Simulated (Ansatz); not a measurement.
**HfRu: squeezing one contact**

An exercise on one series of results from a longer session: the logs are not shown, and one member is left open.

Program: Ansatz 0.2.0. Level of theory: DFT PBEsol, with the methods named in each step. These are calculated values, not measurements.

1 further run of the same task is left out (it didn't finish). Runs told in other sessions of the task aren't counted.

## The structure to begin with

Symmetry: Pm-3m, No. 221, cubic system. Conventional cell: a = 3.233 Å, b = 3.233 Å, c = 3.233 Å, α = 90.00°, β = 90.00°, γ = 90.00°. Hf (site symmetry m-3m) has 8 Ru at 2.80 Å in its first shell of neighbours. Around Ru (site symmetry m-3m) lie 8 Hf at 2.80 Å.

Coordinates:

```cif
data_structure
_symmetry_space_group_name_H-M 'Pm-3m'
_symmetry_Int_Tables_number 221
_cell_length_a 3.2330
_cell_length_b 3.2330
_cell_length_c 3.2330
_cell_angle_alpha 90.000
_cell_angle_beta 90.000
_cell_angle_gamma 90.000
_cell_volume 33.79
loop_
_atom_site_label
_atom_site_type_symbol
_atom_site_symmetry_multiplicity
_atom_site_Wyckoff_symbol
_atom_site_fract_x
_atom_site_fract_y
_atom_site_fract_z
_atom_site_occupancy
Hf1 Hf 1 a 0.00000 0.00000 0.00000 1
Ru1 Ru 1 b 0.50000 0.50000 0.50000 1
```

The file gives the conventional cell by its symmetry; the runs use the cell typed in the input.

Atoms are numbered in the order of the input: Hf1, Ru2.

The first run:

Contents of input.yaml:

```yaml
crystal:
  lattice:
    - [3.233, 0.0, 0.0]
    - [0.0, 3.233, 0.0]
    - [0.0, 0.0, 3.233]
  atoms:
    - { symbol: Hf, position: [0.0, 0.0, 0.0] }
    - { symbol: Ru, position: [0.5, 0.5, 0.5] }
kpoints:
  mp_grid: { grid: [9, 9, 9] }
scf:
  occupations: { method: fermi_dirac, width: 0.05 }
hamiltonian:
  xc: pbesol
  pseudopotentials: { kind: paw }
output:
  forces: true
  stress: true
  eigenvalues: true
  populations: true
```

Run with:

```
> ansatz run input.yaml --threads 1 --pin off --max-ram 2048MiB --backend cpu --events-out ev --progress --plain --runs-dir out
```

Among the steps run: Shortest bond scaled by 1, PAW; Shortest bond scaled by 0.94, PAW; Shortest bond scaled by 0.82, PAW; Shortest bond scaled by 0.76, PAW; Shortest bond scaled by 0.64, PAW; Shortest bond scaled by 0.64, PAW (source ansatz).

One of the session's tables, all rows but one given; the rest of the session is left out.

| method | length (Å) | F from the given length (eV/cell) | force along the bond (eV/Å) | pressure (GPa) | largest force (eV/Å) |
| --- | --- | --- | --- | --- | --- |
| PAW | 1.792 | 6.744 | 25.156 | 86.86 | 25.156 |
| PAW | 2.128 | ? | ? | ? | ? |
| PAW | 2.296 | 0.909 | 4.515 | 12.15 | 4.515 |
| PAW | 2.632 | 0.088 | 1.035 | -2.76 | 1.035 |
| PAW | 2.800 | 0.000 | 0.000 | -4.71 | 0.000 |
| PAW (source ansatz) | 1.792 | – | 25.054 | 86.66 | 25.054 |

Estimate the missing values for PAW, 2.128.

As computed: F from the given length (eV/cell): 1.940; force along the bond (eV/Å): 7.992; pressure (GPa): 26.86; largest force (eV/Å): 7.992.
